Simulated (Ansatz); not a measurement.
# CH4ClFOZn: the cost of one run

Method: RKS B3LYP/def2-SVP, in Ansatz 0.2.0.

**1. Starting point**

Bond lengths: Zn1–O2 2.195 Å, O2–C3 1.399 Å, Zn1–Cl4 2.079 Å, Zn1–F6 2.127 Å, C3–H7 1.096 Å, C3–H8 1.092 Å, C3–H9 1.093 Å. Angles: Zn1–O2–C3 135.4°, O2–Zn1–Cl4 123.9°, O2–Zn1–F6 66.5°, Cl4–Zn1–F6 113.3°, O2–C3–H7 107.9°, O2–C3–H8 109.8°, O2–C3–H9 112.2°, H7–C3–H8 108.6°, H7–C3–H9 109.1°, H8–C3–H9 109.2°.

As a file:

```xyz
9

Zn   -1.6897   -0.3429    0.9150
O     0.0106    0.3302   -0.2996
C     1.0208   -0.3005   -1.0344
Cl   -3.4499    0.7385    1.1470
H     0.3014    0.5103    0.9261
F    -0.0735    0.4227    2.0666
H     1.7711    0.4552   -1.2934
H     0.6065   -0.7106   -1.9581
H     1.5026   -1.1028   -0.4692
```

**2. A restrained relaxation towards end A**

Springs on the bonds that form and break draw the guess towards this end; the thresholds are loose.

Input file input.yaml:

```yaml
crystal:
  periodic: [false, false, false]
  atoms:
    - { symbol: Zn, position_ang: [-1.6897, -0.3429, 0.915] }
    - { symbol: O, position_ang: [0.0106, 0.3302, -0.2996] }
    - { symbol: C, position_ang: [1.0208, -0.3005, -1.0344] }
    - { symbol: Cl, position_ang: [-3.4499, 0.7385, 1.147] }
    - { symbol: H, position_ang: [0.3014, 0.5103, 0.9261] }
    - { symbol: F, position_ang: [-0.0735, 0.4227, 2.0666] }
    - { symbol: H, position_ang: [1.7711, 0.4552, -1.2934] }
    - { symbol: H, position_ang: [0.6065, -0.7106, -1.9581] }
    - { symbol: H, position_ang: [1.5026, -1.1028, -0.4692] }
basis:
  gaussian: { orbitals: def2-SVP }
hamiltonian:
  xc: b3lyp
relax:
  f_tol: 0.15
  max_steps: 25
  restrain:
    - { distance: [0, 5], at: 3.09, k: 30.0 }
    - { distance: [4, 1], at: 2.27, k: 30.0 }
    - { distance: [0, 1], at: 1.88, k: 30.0 }
    - { distance: [4, 5], at: 0.88, k: 30.0 }
```

Launch:

```bash
$ ansatz run input.yaml --threads 2 --pin off --max-ram 3072MiB --backend cpu --events-out ev --progress --plain --runs-dir out
```

What time and memory should one allow on 2 threads of Arm Neoverse V1, shared host?

About 51 s, with a peak of 0.27 GiB.
